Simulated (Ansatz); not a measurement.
# GeBiO4: the cost of one run

Program: Ansatz 0.2.0. Level of theory: DFT PBE, scalar-relativistic, plane waves, PAW. These are calculated values, not measurements.

### Step 1. The starting structure

It takes space group Cmmm (No. 65, orthorhombic). The conventional cell has a = 5.061 Å, b = 8.498 Å, c = 4.037 Å, α = 90.00°, β = 90.00°, γ = 90.00°. Ge (site symmetry mmm) is surrounded by 8 O at 2.47 Å. Bi (site symmetry mmm) has 14 O at 2.82 to 3.19 Å and 4 Ge at 3.24 Å as nearest neighbours. O (site symmetry m2m) is surrounded by 2 Ge at 2.47 Å and 4 O at 2.48 Å and 3 Bi at 2.82 to 2.91 Å. Around O (site symmetry 2/m) lie 2 Ge at 2.47 Å and 6 O at 2.48 to 2.53 Å and 4 Bi at 3.19 Å.

Coordinates:

```cif
data_structure
_symmetry_space_group_name_H-M 'Cmmm'
_symmetry_Int_Tables_number 65
_cell_length_a 5.0615
_cell_length_b 8.4980
_cell_length_c 4.0371
_cell_angle_alpha 90.000
_cell_angle_beta 90.000
_cell_angle_gamma 90.000
_cell_volume 173.64
loop_
_atom_site_label
_atom_site_type_symbol
_atom_site_symmetry_multiplicity
_atom_site_Wyckoff_symbol
_atom_site_fract_x
_atom_site_fract_y
_atom_site_fract_z
_atom_site_occupancy
Ge1 Ge 2 d 0.00000 0.00000 0.50000 1
Bi1 Bi 2 b 0.50000 0.00000 0.00000 1
O1 O 4 i 0.50000 0.33168 0.00000 1
O2 O 4 f 0.25000 0.25000 0.50000 1
```

Recipe of the guess: species swapped into a database cell of GdAlNi4 (Cmmm, No. 65), with Bi on the Gd sites, Ge on the Al sites and O on the Ni sites. Its size is a rough estimate.

### Step 2. Probe: one point on a coarse mesh

The input, input.yaml:

```yaml
crystal:
  lattice:
    - [2.53073285, -4.24900949, 0.0]
    - [2.53073285, 4.24900949, 0.0]
    - [0.0, 0.0, 4.03707886]
  atoms:
    - { symbol: Ge, position: [0.0, 0.0, 0.5] }
    - { symbol: Bi, position: [0.5, 0.5, 0.0] }
    - { symbol: O, position: [0.1683163, 0.8316837, 0.0] }
    - { symbol: O, position: [0.8316837, 0.1683163, 0.0] }
    - { symbol: O, position: [0.0, 0.5, 0.5] }
    - { symbol: O, position: [0.5, 0.0, 0.5] }
basis:
  ecutwfc: 420
kpoints:
  mp_grid: { grid: [4, 4, 4] }
hamiltonian:
  xc: pbe
scf:
  occupations: { method: gaussian, width: 0.1 }
  lower_state_search: "off"
output:
  forces: true
  stress: true
  eigenvalues: true
```

On the command line:

```sh
$ ansatz run input.yaml --threads 1 --pin off --max-ram 2560MiB --backend cpu --events-out ev --progress --plain --runs-dir out
```

Q: Estimate wall time and peak memory on 1 thread of Arm Neoverse V1, shared host.

About 3.9 s, with a peak of 0.36 GiB.
